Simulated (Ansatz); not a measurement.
A first try at a rigid scan of one bond length of CH5GeNSi, SMILES [GeH3][SiH]1C=N1, using the Ansatz DFT code, driven from Python.

The script, `run_scan.py`:
```python
"""Stretching a bond of CH5GeNSi, the rest held rigid."""

import ansatz as az
import numpy as np

BASIS_SET = "def2-SVP"
LEVEL = "mp2"


def main() -> None:
    ch5gensi = (
        az.Crystal.molecule()
        .atom("Ge", [-0.2794, 1.3808, -0.2695])
        .atom("Si", [-0.5835, -0.8109, 0.2622])
        .atom("C", [0.8863, -1.5582, 0.0768])
        .atom("N", [0.0592, -1.8643, -0.8983])
        .atom("H", [0.1598, 1.5372, -1.7661])
        .atom("H", [0.7185, 2.0854, 0.6622])
        .atom("H", [-1.661, 2.1548, -0.1194])
        .atom("H", [-1.134, -1.2988, 1.5025])
        .atom("H", [1.9226, -1.6723, 0.5324])
    )

    symbols = [site.symbol for site in ch5gensi.cartesian_sites]
    start = np.array([site.position_ang for site in ch5gensi.cartesian_sites])
    axis = (start[4] - start[0]) / np.linalg.norm(start[4] - start[0])
    moving = [4]
    lengths, energies = [1.379, 1.442, 1.505, 1.568, 1.63, 1.693, 1.756, 1.85], []
    for length in lengths:
        xyz = start.copy()
        xyz[moving] += (length - np.linalg.norm(start[4] - start[0])) * axis
        point = az.Crystal.molecule()
        for symbol, xyz in zip(symbols, xyz):
            point = point.atom(symbol, xyz.tolist())
        model = (
            point
            .basis(gaussian=BASIS_SET)
            .correlation(LEVEL)
        )
        summary = model.run().report
        energies.append(summary["free_energy_ev"])
        print(f"r = {length:6.3f} A  E = {energies[-1]:.5f} eV  <S^2> = {abs(summary['mean_field']['state']['spin_squared']):.3f}")

    # quartic fit about the minimum
    fit = np.polynomial.Polynomial.fit(lengths, np.array(energies) - min(energies), 4).convert()
    roots = [r.real for r in fit.deriv().roots() if abs(r.imag) < 1e-9 and fit.deriv(2)(r.real) > 0]
    r_e = min(roots, key=lambda r: abs(r - lengths[int(np.argmin(energies))]))
    print(f"minimum of the fit at {r_e:.4f} A, force constant {fit.deriv(2)(r_e):.2f} eV/A^2")


if __name__ == "__main__":
    main()
```

```console
$ python run_scan.py
Traceback (most recent call last):
  File "run_scan.py", line 52, in <module>
    main()
    ~~~~^^
  File "run_scan.py", line 37, in main
    .basis(gaussian=BASIS_SET)
     ^^^^^
AttributeError: 'Crystal' object has no attribute 'basis'
$ echo $?
1
```

Why does it end like this?

The fault: settings are called on the crystal, without .calculation(). The correction:

```diff
--- before
+++ after
@@ -35,3 +35,3 @@
         model = (
-            point
+            point.calculation()
             .basis(gaussian=BASIS_SET)
```

The mended script runs so:

`python run_scan.py` gives:
```text
r =  1.379 A  E = -66928.72658 eV  <S^2> = 0.000
r =  1.442 A  E = -66928.89858 eV  <S^2> = 0.000
r =  1.505 A  E = -66928.96619 eV  <S^2> = 0.000
r =  1.568 A  E = -66928.95387 eV  <S^2> = 0.000
r =  1.630 A  E = -66928.88236 eV  <S^2> = 0.000
r =  1.693 A  E = -66928.76425 eV  <S^2> = 0.000
r =  1.756 A  E = -66928.61215 eV  <S^2> = 0.000
r =  1.850 A  E = -66928.34176 eV  <S^2> = 0.000
minimum of the fit at 1.5250 A, force constant 18.55 eV/A^2
```

Notes:
- Total energies depend on the basis set; only differences at equal settings carry meaning.
- The rest of the molecule is held rigid at a force-field or estimated start geometry, and the basis set is modest; single-reference methods fail as a bond breaks.
- The orbitals are restricted, so S² is zero by construction.
- S² is that of the Hartree-Fock reference.
- The whole script took 13 s on 1 thread of Intel(R) Xeon(R) 6975P-C (Granite Rapids) (shared host), peak memory 0.28 GiB.

(Lines on the test bed's own set-up are left out of the output.)
